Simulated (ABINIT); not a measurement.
Ba2Tl5V3O12:

```
Ba V Tl O
1.0
     4.23698    2.44622    6.12840
    -4.23698    2.44622    6.12840
     0.00000   -4.89244    6.12840
Ba V Tl O
2 3 5 12
Direct
  0.50000 0.50000 0.50000
  0.00000 0.00000 0.00000
  0.50000 0.50000 0.00000
  0.00000 0.50000 0.50000
  0.50000 0.00000 0.50000
  0.00000 0.00000 0.50000
  0.50000 0.00000 0.00000
  0.00000 0.50000 0.00000
  0.74045 0.74045 0.74045
  0.25955 0.25955 0.25955
  0.71652 0.08089 0.41242
  0.41242 0.71652 0.08089
  0.08089 0.41242 0.71652
  0.58757 0.91911 0.28348
  0.91911 0.28348 0.58757
  0.28348 0.58757 0.91911
  0.28348 0.91911 0.58757
  0.58757 0.28348 0.91911
  0.91911 0.58757 0.28348
  0.41242 0.08089 0.71652
  0.08089 0.71652 0.41242
  0.71652 0.41242 0.08089
```

The cell was built by a generator and needn't be a form met in nature.

- Program: ABINIT 10.8.3 (patched build)
- Task: relaxation of cell and atoms
- Functional: LDA
- Potentials or basis: Ansatz PAW PBE generated set soft_1, frozen core
- Cutoff: 435 eV
- k mesh: 2 × 2 × 2
- Occupations: fermi-dirac, width 0.05 eV
- Spin: collinear spin, ferromagnetic start
- Starting moments: [0.0, 0.0, 2.0, 2.0, 2.0, 0.0, 0.0, 0.0, 0.0, 0.0, 0.0, 0.0, 0.0, 0.0, 0.0, 0.0, 0.0, 0.0, 0.0, 0.0, 0.0, 0.0] μB

At the start: pressure -7.5 GPa; volume 17.32 Å³/atom.

**Question.** How do energy, volume and symmetry change on relaxing?

**Answer.** Over 12 steps the energy falls by 40.7 meV/atom and the volume is 15.56 Å³/atom (-10.2 %); space group R-3m (No. 166, to 0.05 Å); moment 1.16 μB per cell.

The path:
| step | energy change (eV) | largest force (eV/Å) | pressure (GPa) | volume (Å³) |
| --- | --- | --- | --- | --- |
| 1 | 0.0000 | 0.4439 | -7.52 | 381.11 |
| 2 | -0.3591 | 0.1414 | -5.12 | 372.41 |
| 3 | -0.7966 | 0.4985 | 0.25 | 349.50 |
| 4 | -0.8551 | 0.2137 | 0.15 | 344.97 |
| 5 | -0.8691 | 0.1484 | -0.17 | 345.38 |
| 6 | -0.8881 | 0.0625 | -0.08 | 343.59 |
| 7 | -0.8934 | 0.0399 | -0.14 | 343.07 |
| 8 | -0.8844 | 0.4159 | 0.12 | 341.93 |
| 9 | -0.8946 | 0.0481 | -0.13 | 342.83 |
| 10 | -0.8948 | 0.0481 | -0.10 | 342.72 |
| 11 | -0.8950 | 0.0349 | 0.01 | 342.44 |
| 12 | -0.8950 | 0.0195 | 0.01 | 342.36 |

Final structure:
```
CELL_PARAMETERS angstrom
4.07837 2.35465 5.94189
-4.07837 2.35465 5.94189
0.00000 -4.70929 5.94189
ATOMIC_POSITIONS crystal
Ba 0.49999 0.49999 0.49999
Ba 0.00001 0.00001 0.00001
V 0.50003 0.50003 0.00003
V 0.00003 0.50003 0.50003
V 0.50003 0.00003 0.50003
Tl 0.99998 0.99998 0.49999
Tl 0.49999 0.99998 0.99998
Tl 0.99998 0.49999 0.99998
Tl 0.74128 0.74128 0.74128
Tl 0.25872 0.25872 0.25872
O 0.71933 0.08589 0.40860
O 0.40860 0.71933 0.08589
O 0.08589 0.40860 0.71933
O 0.59140 0.91410 0.28065
O 0.91410 0.28065 0.59140
O 0.28065 0.59140 0.91410
O 0.28065 0.91410 0.59140
O 0.59140 0.28065 0.91410
O 0.91410 0.59140 0.28065
O 0.40860 0.08589 0.71933
O 0.08589 0.71933 0.40860
O 0.71933 0.40860 0.08589
```

Caveat: the k mesh is coarse (spacing up to 0.46 Å⁻¹), so the values aren't converged; the atomic spheres overlap; the PAW data sets were made with another functional, which shifts forces and pressure a little.
